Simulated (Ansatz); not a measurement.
# SiSnBH₄F: small, medium and large basis sets

How large a basis does SiSnBH₄F need? Two functionals are run in growing sets.

Program: Ansatz 0.2.0, Gaussian basis. Level of theory: one geometry, several basis sets. These are calculated values, not measurements.

Plan: PBE0-D4/def2-SVP; ωB97M-V/def2-SVP; PBE0-D4/def2-QZVPP; ωB97M-V/def2-QZVPP; the functionals' def2-TZVPP values are taken from earlier runs.

### Step 1. The geometry

The geometry comes from an earlier relaxation with PBE0-D4/def2-TZVP; it is a stationary point, not always the lowest conformer. Sn takes the def2 core potential; no spin-orbit term is included.

SMILES `F[B]1[SiH2][SnH2]1`, 8 atoms, charge 0, spin multiplicity 1.

Atoms are counted from 1 here; the program's logs count them from 0.

Bond lengths: F1–B2 1.314 Å, B2–Si3 1.939 Å, B2–Sn4 2.244 Å, Si3–Sn4 2.683 Å, Si3–H5 1.491 Å, Si3–H6 1.487 Å, Sn4–H7 1.711 Å, Sn4–H8 1.702 Å. Angles: F1–B2–Si3 138.9°, F1–B2–Sn4 126.8°, Si3–B2–Sn4 79.4°, B2–Si3–Sn4 55.3°, B2–Si3–H5 132.8°, B2–Si3–H6 108.1°, Sn4–Si3–H5 146.4°, Sn4–Si3–H6 88.0°, H5–Si3–H6 112.3°, B2–Sn4–Si3 45.3°, B2–Sn4–H7 119.9°, B2–Sn4–H8 131.4°, Si3–Sn4–H7 130.2°, Si3–Sn4–H8 105.3°, H7–Sn4–H8 108.4°.

### Step 2. PBE0-D4 in def2-SVP

Input file in.yaml:

```yaml
crystal:
  periodic: [false, false, false]
  atoms:
    - {symbol: F, position_ang: [2.415878, -0.732026, 0.525462]}
    - {symbol: B, position_ang: [1.183956, -0.281226, 0.597737]}
    - {symbol: Si, position_ang: [0.191463, 1.330087, 0.175016]}
    - {symbol: Sn, position_ang: [-0.629606, -1.161626, -0.387816]}
    - {symbol: H, position_ang: [0.597657, 2.656707, -0.370621]}
    - {symbol: H, position_ang: [-0.947679, 1.434232, 1.124737]}
    - {symbol: H, position_ang: [-0.459861, -2.083767, -1.819282]}
    - {symbol: H, position_ang: [-2.259606, -1.219481, 0.098966]}
basis:
  gaussian: {orbitals: def2-SVP}
hamiltonian: {xc: pbe0, dispersion: d4}
output: {orbitals: {seedname: orbitals}}
```

Started as:

```console
ansatz run in.yaml --threads 2 --pin off --events-out ev --progress --plain --max-ram 4352MiB
```

Further steps of the session: ωB97M-V in def2-SVP; PBE0-D4 in def2-QZVPP; ωB97M-V in def2-QZVPP.

**Question.** What will the summary of the whole plan be? Wanted: PBE0-D4: double and triple zeta above quadruple; ωB97M-V: double and triple zeta above quadruple.

The runs gave:

| quantity | value |
| --- | --- |
| PBE0-D4: double and triple zeta above quadruple | 7.54, 0.49 eV |
| ωB97M-V: double and triple zeta above quadruple | 7.65, 0.46 eV |

For PBE0-D4 the step from double to triple zeta gains 7.06 eV and the next only 0.49 eV. Total energies overstate the basis error of differences, where much of it tends to cancel.
